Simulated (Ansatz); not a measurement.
**Re (Rhenium): how the settings move a relaxation**

Aim: see which settings change the result for Re (Rhenium), by how much, and at what cost.

Program: Ansatz 0.2.0. Level of theory: reference: DFT, PBEsol, PAW with Ansatz's default frozen-core files, scalar-relativistic; relaxation of cell and atoms. These are calculated values, not measurements.

3 further runs of the same task are left out: 3 that didn't finish.

### Step 1. The structure to begin with

Symmetry: P6_3/mmc, No. 194, hexagonal system. The conventional cell has a = 2.761 Å, b = 2.761 Å, c = 4.458 Å, α = 90.00°, β = 90.00°, γ = 120.00°. Re (site symmetry -6m2) has 12 Re at 2.74 to 2.76 Å as nearest neighbours.

As a file:

```
CELL_PARAMETERS angstrom
2.76080 0.00000 0.00000
-1.38040 2.39092 0.00000
0.00000 0.00000 4.45820
ATOMIC_POSITIONS crystal
Re 0.33333 0.66667 0.25000
Re 0.66667 0.33333 0.75000
```

### Step 2. The reference run

Input file input.yaml:

```yaml
crystal:
  lattice:
    - [2.76080000001, 0.0, 0.0]
    - [-1.38040000001, 2.39092293478, 0.0]
    - [0.0, 0.0, 4.4582]
  atoms:
    - { symbol: Re, position: [0.333333333333, 0.666666666667, 0.25] }
    - { symbol: Re, position: [0.666666666667, 0.333333333333, 0.75] }
kpoints:
  mp_grid: { grid: [18, 18, 10] }
scf:
  occupations: { method: fermi_dirac, width: 0.08 }
hamiltonian:
  xc: pbesol
  pseudopotentials: { kind: paw }
relax:
  f_tol: 0.002
  max_steps: 80
  cell: {}
output:
  forces: true
  stress: true
  write_density: true
  write_potential: true
  elf: true
  volumetric_format: npy
```

The run is started by

```console
$ ansatz run input.yaml --threads 1 --pin off --max-ram 2560MiB --backend cpu --events-out ev --progress --plain --runs-dir out
```

### Step 3. Changed: hubbard.sites [{species: Re, l: d, u_eff: 2.0}], hubbard.double_counting fll, xc_grid 1

Edit input.yaml of step 2 so:

```diff
@@ -15,2 +15,3 @@
   pseudopotentials: { kind: paw }
+  hubbard: { sites: [{ species: Re, l: d, u_eff: 2.0 }], double_counting: fll }
 relax:
@@ -26 +27,3 @@
   volumetric_format: npy
+basis:
+  xc_grid: 1
```

Q: Predict the outcome of this session. Wanted: for each run, ending; energy change; pressure; gap; force.

As calculated:

| run | ending | energy change | pressure (GPa) | gap (eV) | force (eV/Å) | cycles | time |
| --- | --- | --- | --- | --- | --- | --- | --- |
| reference | converged | 0 | 0.0 | 0.00 | 0.00 | 32 | 23 s |
| 1: hubbard.sites [{species: Re, l: d, u_eff: 2.0}], hubbard.double_counting fll, xc_grid 1 | converged | +2.40 eV/atom (U changed: no physical gain or loss) | 0.0 | 0.00 | 0.00 | 24 | 40 s |

**Reading.** Changing the Hubbard U and numerical grids moves the energy by +2.40 eV/atom, and the final volume goes from 29.11 to 29.02 Å³. The U term adds an energy of its own, so the shift says nothing about which run is better. Cost: 24 SCF cycles against 32, 40 s against 23 s. A changed U is a change of model: its shifts are not errors of convergence.
